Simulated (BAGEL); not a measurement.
# quartet GeSiNH6 at 3 levels

Wanted: a comparison of 3 runs (ROHF/6-31G*, ROHF/cc-pVDZ, UHF/cc-pVDZ) of quartet GeSiNH6. 

The calculation is run with BAGEL 1.2.2.

3 further runs of the same task are left out: 1 that didn't finish, 2 set aside as unsound or not needed.

### Step 1. The system as given

GeSiNH6: 9 atoms, total charge 0, spin state quartet. As SMILES of the parent species, `[SiH3][N][GeH3]`. Geometry: relaxed at PBE0-D4/def2-TZVP. That shape belongs to the parent species and isn't relaxed for this state.

Bond lengths: Si1–N2 1.731 Å, N2–Ge3 1.846 Å, Si1–H4 1.492 Å, Si1–H5 1.486 Å, Si1–H6 1.491 Å, Ge3–H7 1.538 Å, Ge3–H8 1.543 Å, Ge3–H9 1.535 Å. Some angles: Si1–N2–Ge3 127.0°, N2–Si1–H4 115.3°, N2–Si1–H5 109.2°, N2–Si1–H6 105.4°, N2–Ge3–H7 105.4°, N2–Ge3–H8 113.4°, N2–Ge3–H9 107.0°, H4–Si1–H5 108.9°, H4–Si1–H6 108.5°, H5–Si1–H6 109.5°.

### Step 2. The energy at ROHF/6-31G(d) (density fitting with qzvpp-jkfit, spherical functions) (run 1)

The input, job.json:

```json
{ "bagel": [

{
  "title": "molecule",
  "basis": "6-31gs.json",
  "df_basis": "qzvpp-jkfit",
  "angstrom": true,
  "geometry": [
    { "atom": "Si", "xyz": [      -0.680200,       1.066900,      -0.955300 ] },
    { "atom": "N", "xyz": [       0.530300,       0.621500,       0.199500 ] },
    { "atom": "Ge", "xyz": [       0.768300,      -1.036400,       0.976200 ] },
    { "atom": "H", "xyz": [      -1.318300,      -0.070400,      -1.681000 ] },
    { "atom": "H", "xyz": [      -0.086900,       1.998400,      -1.949400 ] },
    { "atom": "H", "xyz": [      -1.731200,       1.778800,      -0.172400 ] },
    { "atom": "H", "xyz": [       2.099800,      -1.563400,       0.416100 ] },
    { "atom": "H", "xyz": [      -0.368300,      -2.029700,       0.657900 ] },
    { "atom": "H", "xyz": [       0.875000,      -0.811900,       2.491400 ] }
  ]
},

{
  "title": "rohf",
  "nopen": 3
},

{
  "title": "print",
  "file": "orbitals.molden",
  "orbitals": true
}

]}
```

The basis set 6-31G* is read from a file made from the Basis Set Exchange's data (not shown).

Command:

```bash
$ BAGEL_NUM_THREADS=1 BAGEL job.json > job.out
```

The program printed:

```text
* using 1 threads per process

  ===============================================================
  ===============================================================

  *** Geometry ***

  { "atom" : "Si", "xyz" : [     -1.285392,      2.016149,     -1.805255 ] },
  { "atom" : "N", "xyz" : [      1.002122,      1.174465,      0.377000 ] },
  { "atom" : "Ge", "xyz" : [      1.451877,     -1.958512,      1.844751 ] },
  { "atom" : "H", "xyz" : [     -2.491226,     -0.133037,     -3.176630 ] },
  { "atom" : "H", "xyz" : [     -0.164217,      3.776429,     -3.683832 ] },
  { "atom" : "H", "xyz" : [     -3.271494,      3.361445,     -0.325789 ] },
  { "atom" : "H", "xyz" : [      3.968047,     -2.954398,      0.786315 ] },
  { "atom" : "H", "xyz" : [     -0.695986,     -3.835577,      1.243251 ] },
  { "atom" : "H", "xyz" : [      1.653510,     -1.534269,      4.708064 ] },

  Number of auxiliary basis functions:      579

  Since a DF basis is specified, we compute 2- and 3-index integrals:
    o Being stored without compression. Storage requirement is 0.027 GB

  Number of basis functions:       76
  Number of electrons      :       59

    * METHOD: MOLECULE                             0.38

  *** Open-shell HF ***

  === Nuclear Repulsion ===
   245.4827599771

      * DIIS with orbital gradients will be used.

  === ROHF iteration (6-31gs.json) ===
      0      -2421.31671361          0.03948407           0.19
      1      -2421.39596729          0.03652564           0.19
      2      -2421.45266913          0.03545161           0.18
      3      -2421.64824411          0.00492471           0.19
      4      -2421.66596887          0.00212147           0.19
      5      -2421.66957871          0.00087160           0.19
      6      -2421.67022438          0.00042794           0.19
      7      -2421.67039286          0.00024306           0.19
      8      -2421.67044356          0.00013829           0.19
      9      -2421.67049993          0.00007291           0.19
     10      -2421.67050365          0.00002537           0.19
     11      -2421.67050530          0.00001209           0.19
     12      -2421.67050406          0.00000434           0.18
     13      -2421.67050496          0.00000253           0.18
     14      -2421.67050513          0.00000128           0.18
     15      -2421.67050534          0.00000066           0.18
     16      -2421.67050540          0.00000031           0.19
     17      -2421.67050550          0.00000017           0.19
     18      -2421.67050551          0.00000010           0.19
     19      -2421.67050551          0.00000005           0.19
     20      -2421.67050549          0.00000003           0.19
     21      -2421.67050549          0.00000002           0.19
     22      -2421.67050549          0.00000001           0.19
    * SCF iteration converged.

    * S^2 (ROHF) is 3.7500

    * Permanent dipole moment:
           (    0.071570,    -0.545648,     0.274984) a.u.

    * METHOD: ROHF                                 4.57

    * METHOD: PRINT                                0.02

  ===============================================================
```

Run time: 5.1 s. Hardware: 1 thread of Arm Neoverse V1, shared host; peak memory 0.14 GiB.

### Step 3. The energy at ROHF/cc-pVDZ (density fitting with qzvpp-jkfit) (run 2)

The input, job.json:

```json
{ "bagel" : [

{
  "title" : "molecule",
  "basis" : "cc-pvdz.json",
  "df_basis" : "qzvpp-jkfit",
  "angstrom" : "true",
  "geometry" : [
    { "atom" : "Si", "xyz" : [      -0.680200,       1.066900,      -0.955300 ] },
    { "atom" : "N", "xyz" : [       0.530300,       0.621500,       0.199500 ] },
    { "atom" : "Ge", "xyz" : [       0.768300,      -1.036400,       0.976200 ] },
    { "atom" : "H", "xyz" : [      -1.318300,      -0.070400,      -1.681000 ] },
    { "atom" : "H", "xyz" : [      -0.086900,       1.998400,      -1.949400 ] },
    { "atom" : "H", "xyz" : [      -1.731200,       1.778800,      -0.172400 ] },
    { "atom" : "H", "xyz" : [       2.099800,      -1.563400,       0.416100 ] },
    { "atom" : "H", "xyz" : [      -0.368300,      -2.029700,       0.657900 ] },
    { "atom" : "H", "xyz" : [       0.875000,      -0.811900,       2.491400 ] }
  ]
},

{
  "title" : "rohf",
  "nopen" : 3
},

{
  "title" : "print",
  "file" : "orbitals.molden",
  "orbitals" : "true"
}

]}
```

The basis set cc-pVDZ is read from a file made from the Basis Set Exchange's data (not shown).

Command:

```bash
$ BAGEL_NUM_THREADS=1 BAGEL job.json > job.out
```

The program printed:

```text
* using 1 threads per process

  ===============================================================
  ===============================================================

  *** Geometry ***

  { "atom" : "Si", "xyz" : [     -1.285392,      2.016149,     -1.805255 ] },
  { "atom" : "N", "xyz" : [      1.002122,      1.174465,      0.377000 ] },
  { "atom" : "Ge", "xyz" : [      1.451877,     -1.958512,      1.844751 ] },
  { "atom" : "H", "xyz" : [     -2.491226,     -0.133037,     -3.176630 ] },
  { "atom" : "H", "xyz" : [     -0.164217,      3.776429,     -3.683832 ] },
  { "atom" : "H", "xyz" : [     -3.271494,      3.361445,     -0.325789 ] },
  { "atom" : "H", "xyz" : [      3.968047,     -2.954398,      0.786315 ] },
  { "atom" : "H", "xyz" : [     -0.695986,     -3.835577,      1.243251 ] },
  { "atom" : "H", "xyz" : [      1.653510,     -1.534269,      4.708064 ] },

  Number of auxiliary basis functions:      579

  Since a DF basis is specified, we compute 2- and 3-index integrals:
    o Being stored without compression. Storage requirement is 0.037 GB

  Number of basis functions:       89
  Number of electrons      :       59

    * METHOD: MOLECULE                             0.38

  *** Open-shell HF ***

  === Nuclear Repulsion ===
   245.4827599771

      * DIIS with orbital gradients will be used.

  === ROHF iteration (cc-pvdz.json) ===
      0      -2421.43933089          0.03829560           0.22
      1      -2421.40354134          0.04405582           0.22
      2      -2420.95110234          0.05906569           0.22
      3      -2421.88573528          0.00728904           0.22
      4      -2421.92693356          0.00398548           0.23
      5      -2421.94227990          0.00257687           0.23
      6      -2421.94736473          0.00118502           0.23
      7      -2421.94869328          0.00044094           0.23
      8      -2421.94895602          0.00028607           0.22
      9      -2421.94919457          0.00014013           0.22
     10      -2421.94922383          0.00006805           0.22
     11      -2421.94924431          0.00003278           0.22
     12      -2421.94924513          0.00001927           0.23
     13      -2421.94924548          0.00001189           0.22
     14      -2421.94924411          0.00000693           0.23
     15      -2421.94924346          0.00000391           0.23
     16      -2421.94924286          0.00000224           0.23
     17      -2421.94924291          0.00000138           0.22
     18      -2421.94924285          0.00000078           0.23
     19      -2421.94924289          0.00000034           0.22
     20      -2421.94924293          0.00000022           0.22
     21      -2421.94924294          0.00000011           0.22
     22      -2421.94924293          0.00000007           0.22
     23      -2421.94924293          0.00000003           0.22
     24      -2421.94924293          0.00000001           0.22
     25      -2421.94924292          0.00000001           0.22
    * SCF iteration converged.

    * S^2 (ROHF) is 3.7500

    * Permanent dipole moment:
           (    0.011496,    -0.601542,     0.256328) a.u.

    * METHOD: ROHF                                 6.07

    * METHOD: PRINT                                0.02

  ===============================================================
```

Wall time 6.6 s (1 thread of Arm Neoverse V1, shared host); peak memory 0.15 GiB.

### Step 4. A single-point energy at UHF/cc-pVDZ (density fitting with qzvpp-jkfit) (run 3)

The input, job.json:

```json
{ "bagel": [

{
  "title": "molecule",
  "basis": "cc-pvdz.json",
  "df_basis": "qzvpp-jkfit",
  "angstrom": true,
  "geometry": [
    { "atom": "Si", "xyz": [   -0.680200,    1.066900,   -0.955300 ] },
    { "atom": "N", "xyz": [    0.530300,    0.621500,    0.199500 ] },
    { "atom": "Ge", "xyz": [    0.768300,   -1.036400,    0.976200 ] },
    { "atom": "H", "xyz": [   -1.318300,   -0.070400,   -1.681000 ] },
    { "atom": "H", "xyz": [   -0.086900,    1.998400,   -1.949400 ] },
    { "atom": "H", "xyz": [   -1.731200,    1.778800,   -0.172400 ] },
    { "atom": "H", "xyz": [    2.099800,   -1.563400,    0.416100 ] },
    { "atom": "H", "xyz": [   -0.368300,   -2.029700,    0.657900 ] },
    { "atom": "H", "xyz": [    0.875000,   -0.811900,    2.491400 ] }
  ]
},
{
  "title": "uhf",
  "nopen": 3
},
{
  "title": "print",
  "file": "orbitals.molden",
  "orbitals": true
}

]}
```

The basis set cc-pVDZ is read from a file made from the Basis Set Exchange's data (not shown).

Command:

```bash
$ BAGEL_NUM_THREADS=1 BAGEL job.json > job.out
```

The program printed:

```text
* using 1 threads per process

  ===============================================================
  ===============================================================

  *** Geometry ***

  { "atom" : "Si", "xyz" : [     -1.285392,      2.016149,     -1.805255 ] },
  { "atom" : "N", "xyz" : [      1.002122,      1.174465,      0.377000 ] },
  { "atom" : "Ge", "xyz" : [      1.451877,     -1.958512,      1.844751 ] },
  { "atom" : "H", "xyz" : [     -2.491226,     -0.133037,     -3.176630 ] },
  { "atom" : "H", "xyz" : [     -0.164217,      3.776429,     -3.683832 ] },
  { "atom" : "H", "xyz" : [     -3.271494,      3.361445,     -0.325789 ] },
  { "atom" : "H", "xyz" : [      3.968047,     -2.954398,      0.786315 ] },
  { "atom" : "H", "xyz" : [     -0.695986,     -3.835577,      1.243251 ] },
  { "atom" : "H", "xyz" : [      1.653510,     -1.534269,      4.708064 ] },

  Number of auxiliary basis functions:      579

  Since a DF basis is specified, we compute 2- and 3-index integrals:
    o Being stored without compression. Storage requirement is 0.037 GB

  Number of basis functions:       89
  Number of electrons      :       59

    * METHOD: MOLECULE                             0.38

  *** Open-shell HF ***

  === Nuclear Repulsion ===
   245.4827599771

      * DIIS with orbital gradients will be used.

  === UHF iteration (cc-pvdz.json) ===
      0      -2421.43933089          0.03829560           0.22
      1      -2421.46168397          0.04195371           0.22
      2      -2421.16073414          0.05404073           0.22
      3      -2421.90136836          0.00574164           0.22
      4      -2421.93802022          0.00340461           0.22
      5      -2421.95171078          0.00205243           0.22
      6      -2421.95505924          0.00101301           0.22
      7      -2421.95655456          0.00039403           0.22
      8      -2421.95702108          0.00023540           0.23
      9      -2421.95714015          0.00012628           0.23
     10      -2421.95716667          0.00007796           0.22
     11      -2421.95717999          0.00003884           0.22
     12      -2421.95718371          0.00001937           0.22
     13      -2421.95718486          0.00001255           0.22
     14      -2421.95718524          0.00000699           0.22
     15      -2421.95718539          0.00000394           0.22
     16      -2421.95718544          0.00000255           0.22
     17      -2421.95718547          0.00000184           0.22
     18      -2421.95718549          0.00000109           0.22
     19      -2421.95718549          0.00000044           0.22
     20      -2421.95718549          0.00000023           0.22
     21      -2421.95718549          0.00000010           0.22
     22      -2421.95718549          0.00000005           0.22
     23      -2421.95718549          0.00000003           0.22
     24      -2421.95718549          0.00000002           0.22
     25      -2421.95718549          0.00000001           0.22
    * SCF iteration converged.

    * S^2 (UHF) is 3.7669

    * Permanent dipole moment:
           (    0.041529,    -0.660686,     0.305607) a.u.

    * METHOD: UHF                                  6.01

    * METHOD: PRINT                                0.02

  ===============================================================
```

Wall time 6.6 s (1 thread of Arm Neoverse V1, shared host); peak memory 0.15 GiB.

### Step 5. Overview of the runs

```
run                                                                level   energy (Eh)  dipole moment (D)   ⟨S²⟩  wall time
  1  ROHF/6-31G* (density fitting with qzvpp-jkfit, spherical functions)  -2421.670505               1.56  3.750      5.1 s
  2                      ROHF/cc-pVDZ (density fitting with qzvpp-jkfit)  -2421.949243               1.66  3.750      6.6 s
  3                       UHF/cc-pVDZ (density fitting with qzvpp-jkfit)  -2421.957185               1.85  3.767      6.6 s
```

### Step 6. Outcome

```
            quantity           value
 run 3: total energy  -2421.95719 Eh
run 3: dipole moment          1.85 D
         run 3: ⟨S²⟩           3.767
```

**Reading.** The dipole moment (its size) runs from 1.56 D (ROHF/6-31G*) to 1.85 D (UHF/cc-pVDZ). The two ends differ in method and basis. All runs together took 18 s, the longest 6.6 s.
